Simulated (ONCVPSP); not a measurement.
**An ONCV potential for fluorine, from input to tests**

Do these settings give a usable potential? It is generated, then checked for transferability, scattering, ghosts and hardness.

The numbers are computed with ONCVPSP 4.0.1 (PW91, non-relativistic, spin-unpolarised reference atom).

### Step 1. The design

Typed settings, in words:

- element: fluorine (F, Z = 9)
- type: optimised norm-conserving Vanderbilt (ONCV)
- frozen core: [He]
- valence charge: 7
- reference configuration: 2s2 2p5
- partial waves: 2s: rc 0.40 bohr, ncon 3, nbas 7, qcut 14.5 1/bohr, 2 projectors, debl 3.4 Ha; 2p: rc 0.95 bohr, ncon 4, nbas 8, qcut 11.2 1/bohr, 2 projectors, debl 2.8 Ha
- local potential: polynomial inside 0.30 bohr (lpopt 5, dvloc0 1 Ha)
- core correction: Teter function, fcfact 5.25, rcfact 1.3

The outer shells as boxes (Hund's rule for the drawing; the calculation is spin-unpolarised):

```
[He] core
2s [↑↓]
2p [↑↓][↑↓][↑ ]
```

The nodes and maxima of the atom's own shells, from an earlier all-electron run, set the scale for the radii.

All-electron outer shells of the reference configuration (PW91, non-relativistic, ld1.x):

```json
{"shell": "1s", "level (eV)": "-663.09", "outermost node (bohr)": "–", "outermost maximum (bohr)": "0.11"}
{"shell": "2s", "level (eV)": "-29.87", "outermost node (bohr)": "0.24", "outermost maximum (bohr)": "0.76"}
{"shell": "2p", "level (eV)": "-11.21", "outermost node (bohr)": "–", "outermost maximum (bohr)": "0.71"}
```

### Step 2. Generating the potential

File F.dat:

```
# ATOM AND REFERENCE CONFIGURATION
# atsym  z   nc   nv     iexc    psfile
  F 9.00    1    2  -109134      upf
#
#   n    l    f
    1    0    2.00
    2    0    2.00
    2    1    5.00
#
# PSEUDOPOTENTIAL AND OPTIMIZATION
# lmax
    1
#
#   l,   rc,      ep,       ncon, nbas, qcut
    0    0.40    0.00    3    7   14.50
    1    0.95    0.00    4    8   11.20
#
# LOCAL POTENTIAL
# lloc, lpopt,  rc(5),   dvloc0
    4    5    0.30    1.00
#
# VANDERBILT-KLEINMAN-BYLANDER PROJECTORs
# l, nproj, debl
    0    2    3.40
    1    2    2.80
#
# MODEL CORE CHARGE
# icmod, fcfact, rcfact
    3    5.25    1.30
#
# LOG DERIVATIVE ANALYSIS
# epsh1, epsh2, depsh
   -3.00    5.00    0.02
#
# OUTPUT GRID
# rlmax, drl
    6.00    0.01
#
# TEST CONFIGURATIONS
# ncnf
    4
# nvcnf
#   n    l    f
    2
    2    0    2.00
    2    1    4.00
#
    2
    2    0    2.00
    2    1    3.00
#
    2
    2    0    2.00
    2    1    2.00
#
    2
    2    0    1.00
    2    1    6.00
#
```

Started as:

```console
$ oncvpspnr.x < F.dat > F.out
```

What does the calculation give? Wanted: cutoffs for 1 and 0.1 mHa per electron, occupied waves; bound ghosts; GHOST(+) flags; largest test error; largest phase difference near zero energy, channels read; rms error of d²Exc/dn², without and with the model core.

The runs gave:

```
                                                quantity                  value
  cutoffs for 1 and 0.1 mHa per electron, occupied waves    1053 Ha and 1438 Ha
                                            bound ghosts        s at -627.65 eV
                                          GHOST(+) flags          s at 20450 eV
                            largest test error (AE − PS)  +235 meV, for 2s2 2p2
largest phase difference near zero energy, channels read              0.000 rad
 rms error of d²Exc/dn², without and with the model core      1.57 and 1.34 mHa
```

It has a bound ghost (s), a state that the atom doesn't have, and that rules the file out. Close by lies the frozen 1s level (-663.1 eV). The worst unpolarised test, 2s2 2p2, is off by 235 meV on 118.8 eV; by total energies transferability rates as fair for so large an energy. That test lies far up in energy; among those under 40 eV, nearer to bonding, the largest error is 22 meV. By its cutoff, 1053 Ha for the looser tolerance, it is very hard. At the looser tolerance the 2s wave is the slowest; 2p needs 55 Ha. Near zero energy the phases of the channels with partial waves agree within 0.001 rad. The program also flags highly localised states, GHOST(+) (s).
